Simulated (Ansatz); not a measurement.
# CuHO: small, medium and large basis sets

How large a basis does CuHO need? Two functionals are run in growing sets.

Program: Ansatz 0.2.0, Gaussian basis. Level of theory: one geometry, several basis sets. These are calculated values, not measurements.

The runs, in order: PBE0-D4/def2-SVP; ωB97M-V/def2-SVP; PBE0-D4/def2-QZVPP; ωB97M-V/def2-QZVPP; the functionals' def2-TZVPP values are taken from earlier runs.

### 1 Structure used throughout

An earlier PBE0-D4 in a triple-zeta def2 set relaxation fixed the geometry.

SMILES `[OH][Cu]`, 3 atoms, charge 0, spin multiplicity 1.

Atoms are counted from 1 here; the program's logs count them from 0.

Bond lengths: O1–Cu2 1.785 Å, O1–H3 0.962 Å. Angles: Cu2–O1–H3 108.9°.

### 2 PBE0-D4 in def2-SVP

Contents of in.yaml:

```yaml
crystal:
  periodic: [false, false, false]
  atoms:
    - {symbol: O, position_ang: [-0.333325, -0.433738, -0.237595]}
    - {symbol: Cu, position_ang: [1.159754, 0.002927, 0.637752]}
    - {symbol: H, position_ang: [-0.837329, 0.366011, -0.413356]}
basis:
  gaussian: {orbitals: def2-SVP}
hamiltonian: {xc: pbe0, dispersion: d4}
output: {orbitals: {seedname: orbitals}}
```

Launch:

```
$ ansatz run in.yaml --threads 2 --pin off --events-out ev --progress --plain --max-ram 32768MiB --backend cpu
```

The runs that follow: ωB97M-V in def2-SVP; PBE0-D4 in def2-QZVPP; ωB97M-V in def2-QZVPP.

Before running them: what should the planned runs give, taken together? Wanted: PBE0-D4: double and triple zeta above quadruple; ωB97M-V: double and triple zeta above quadruple.

As calculated:

```
                                       quantity           value
PBE0-D4: double and triple zeta above quadruple  10.85, 1.33 eV
ωB97M-V: double and triple zeta above quadruple  10.90, 1.30 eV
```

What this shows: For PBE0-D4 the step from double to triple zeta gains 9.53 eV and the next only 1.33 eV. These are total energies; as a rule much of such shifts cancels in differences, which this series doesn't test.
